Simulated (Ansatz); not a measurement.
# AsH₃O (singlet): the correlation ladder at a displaced geometry (v1), cc-pVDZ

The task here is to estimate one member of a computed series from the others.

Method: cc-pVDZ, core rule «outside noble gas», up to 15 orbitals frozen; program: Ansatz 0.2.0, Gaussian basis.

Plan: UHF; CCSD(T) on RHF; BCCD(T) on RHF; CISD; CCSDT(Q) on RHF.

16 further runs of the same task are left out: 5 for a known fault of the program, 4 that didn't finish, 7 set aside as unsound or not needed.

### The geometry

The geometry is a PBE0/def2-TZVP stationary point (not a proven minimum) with its atoms shifted at random (size 0.040 Å). No spin-orbit coupling is included. The filled d shell of As may be among the frozen orbitals whatever the setting's name suggests; the logs give the count.

5 atoms, charge 0, spin multiplicity 1.

Atoms are counted from 1 here; the program's logs count them from 0.

Bond lengths: O1–As2 1.815 Å, O1–H3 0.900 Å, As2–H4 1.489 Å, As2–H5 1.619 Å. Angles: As2–O1–H3 105.3°, O1–As2–H4 96.2°, O1–As2–H5 97.5°, H4–As2–H5 91.5°.

Set-up of the first run:

in.yaml reads:

```yaml
crystal:
  periodic: [false, false, false]
  atoms:
    - {symbol: O, position_ang: [0.001808, 0.180873, 1.476772]}
    - {symbol: As, position_ang: [0.000974, -0.056213, -0.322544]}
    - {symbol: H, position_ang: [0.048938, -0.647611, 1.825428]}
    - {symbol: H, position_ang: [1.038513, 0.969377, -0.620063]}
    - {symbol: H, position_ang: [-1.188576, 0.985554, -0.671552]}
basis:
  gaussian: {orbitals: cc-pVDZ}
magnetization: {spin_polarized: true, initial_magnetization: 0}
hamiltonian: {xc: hf}
output: {orbitals: {seedname: orbitals}}
```

The run is started by

```console
$ ansatz run in.yaml --threads 1 --pin off --events-out ev --progress --plain --max-ram 2393MiB
```

Among the steps run: UHF; CCSD(T) on RHF; BCCD(T) on RHF; CISD; CCSDT(Q) on RHF.

One table of the session follows, with a row left open; its other results are not shown here.

| method | from RCCSDT(Q) (meV) |
| --- | --- |
| RHF | +9254.9 |
| RMP2 | +964.8 |
| CISD | +1028.9 |
| RCCSD | ? |
| RCCSD(T) | +40.7 |
| BCCD(T) | +38.9 |
| RCCSDT | +22.9 |
| RCCSDT(Q) | 0 |

Estimate the missing values for RCCSD.

As computed: from RCCSDT(Q) (meV): +247.0. In the column «from RCCSDT(Q) (meV)» it lies between RCCSD(T) (+40.7) and RMP2 (+964.8).
